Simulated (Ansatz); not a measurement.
# BrFH5NSi: the cost of one run

The runs use Ansatz 0.2.0; RHF/def2-SVP.

## 1. Reference run: BrFH5NSi, relaxed

input.yaml reads:

```yaml
crystal:
  periodic: [false, false, false]
  atoms:
    - { symbol: Si, position_ang: [-0.56633, 0.219997, -0.136346] }
    - { symbol: F, position_ang: [0.773153, -0.995605, -1.000476] }
    - { symbol: H, position_ang: [-1.509838, -0.358907, -1.141023] }
    - { symbol: H, position_ang: [-1.210186, 1.464317, 0.417758] }
    - { symbol: "N", position_ang: [-0.12799, -0.572475, 1.318749] }
    - { symbol: H, position_ang: [1.367946, -0.101498, -1.527904] }
    - { symbol: Br, position_ang: [1.077968, 1.863845, -1.511847] }
    - { symbol: H, position_ang: [0.445144, -1.415816, 1.36442] }
    - { symbol: H, position_ang: [-0.249666, -0.103959, 2.216769] }
basis:
  gaussian: { orbitals: def2-SVP }
hamiltonian:
  xc: hf
output:
  forces: true
relax:
  f_tol: 0.02
  max_steps: 120
  constraints:
    - { distance: [0, 6] }
    - { distance: [1, 5] }
    - { distance: [0, 1] }
    - { distance: [5, 6] }
  escape_saddle: false
```

Launch:

```sh
$ ansatz run input.yaml --threads 1 --pin off --max-ram 2560MiB --backend cpu --events-out ev --progress --plain --runs-dir out
```

**Question.** How long does this run take on 1 thread of AMD EPYC 9R14 (Zen 4), shared host, and how much memory does it need?

About 11 s, with a peak of 0.24 GiB.
